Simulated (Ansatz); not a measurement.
**CH6BClGe: one species, many methods**

How much do the methods differ for CH6BClGe? The plan is to run it at one geometry with functionals of several rungs and with coupled cluster. The yardstick is the atomisation energy at the CCSD(T) limit.

Method: functionals in def2-TZVPP, the program's frozen cores in correlated methods; program: Ansatz 0.2.0, Gaussian basis.

The runs, in order: PBE-D4, r2SCAN-D4, PBE0-D4, B3LYP-D4, ωB97X-V, ωB97M-V, B2PLYP; CCSD(T)/def2-TZVPP; MP2/def2-QZVPP; extrapolation to the limit.

## (1) Structure used throughout

All runs share one geometry, relaxed beforehand with PBE0-D4/def2-TZVP.

SMILES `B[CH](Cl)[GeH3]`, 10 atoms, charge 0, spin multiplicity 1.

Atoms are counted from 1 here; the program's logs count them from 0.

Bond lengths: B1–C2 1.520 Å, B1–H5 1.198 Å, B1–H6 1.193 Å, C2–Cl3 1.781 Å, C2–Ge4 2.020 Å, C2–H7 1.090 Å, Ge4–H8 1.531 Å, Ge4–H9 1.534 Å, Ge4–H10 1.535 Å. Angles: C2–B1–H5 117.4°, C2–B1–H6 121.7°, H5–B1–H6 120.6°, B1–C2–Cl3 118.2°, B1–C2–Ge4 99.4°, B1–C2–H7 117.4°, Cl3–C2–Ge4 107.8°, Cl3–C2–H7 108.7°, Ge4–C2–H7 103.4°, C2–Ge4–H8 105.0°, C2–Ge4–H9 109.9°, C2–Ge4–H10 109.5°, H8–Ge4–H9 110.6°, H8–Ge4–H10 111.2°, H9–Ge4–H10 110.5°.

## (2) PBE-D4 (GGA)

The input, in.yaml:

```yaml
crystal:
  periodic: [false, false, false]
  atoms:
    - {symbol: B, position_ang: [0.159430, 1.395964, -0.523528]}
    - {symbol: C, position_ang: [0.842579, 0.055662, -0.309137]}
    - {symbol: Cl, position_ang: [2.180089, -0.030105, 0.863145]}
    - {symbol: Ge, position_ang: [-0.710782, -0.987957, 0.451113]}
    - {symbol: H, position_ang: [-0.588815, 1.491685, -1.454579]}
    - {symbol: H, position_ang: [0.271690, 2.288402, 0.260115]}
    - {symbol: H, position_ang: [1.118674, -0.513767, -1.197097]}
    - {symbol: H, position_ang: [-0.091531, -2.274678, 1.004355]}
    - {symbol: H, position_ang: [-1.378525, -0.184487, 1.574446]}
    - {symbol: H, position_ang: [-1.719610, -1.291716, -0.665834]}
basis:
  gaussian: {orbitals: def2-TZVPP}
hamiltonian: {xc: pbe, dispersion: d4}
output: {forces: true, orbitals: {seedname: orbitals}}
```

The run is started by

```sh
$ ansatz run in.yaml --threads 4 --pin off --events-out ev --progress --plain --max-ram 10444MiB
```

After this run come: r2SCAN-D4 (meta-GGA); PBE0-D4 (hybrid); B3LYP-D4 (hybrid); ωB97X-V (range-separated); ωB97M-V (range-separated); B2PLYP (double hybrid); CCSD(T) in def2-TZVPP; MP2 in def2-QZVPP.

Before running them: what should the planned runs give, taken together? Wanted: atomisation energy, CCSD(T)/CBS; farthest; mean size of error, hybrid; mean size of error, range-separated; gap, smallest and largest; T1 diagnostic; triples share of the correlation energy.

As calculated:

```
                               quantity                                                   value
        atomisation energy, CCSD(T)/CBS                                               32.462 eV
    functionals within 0.325 eV (1.0 %)  PBE-D4, r2SCAN-D4, PBE0-D4, B3LYP-D4, ωB97X-V, ωB97M-V
                               farthest                                      B2PLYP (-0.416 eV)
             mean size of error, hybrid                                                0.049 eV
    mean size of error, range-separated                                                0.094 eV
              gap, smallest and largest                    4.07 eV (PBE-D4), 10.73 eV (ωB97X-V)
                          T1 diagnostic                                                  0.0115
triples share of the correlation energy                                                   3.8 %
```

**Reading.** PBE-D4 is off by +0.281 eV, about 0.031 eV a bond. Double hybrids carry the basis error of their MP2 part in triple zeta, and no dispersion term here, so their miss is partly the set-up's. The reference freezes the cores and leaves out relativity and excitations past (T), and its outer-core shells are covered unevenly, so misses under about 0.325 eV can't be ranked. Hartree-Fock recovers 75 % of the binding; the rest is correlation. The gap grows from 4.1 to 10.7 eV across the functionals, mostly with the share of exact exchange. Correlated methods include outer-core shells of Ge, which these sets cover unevenly.
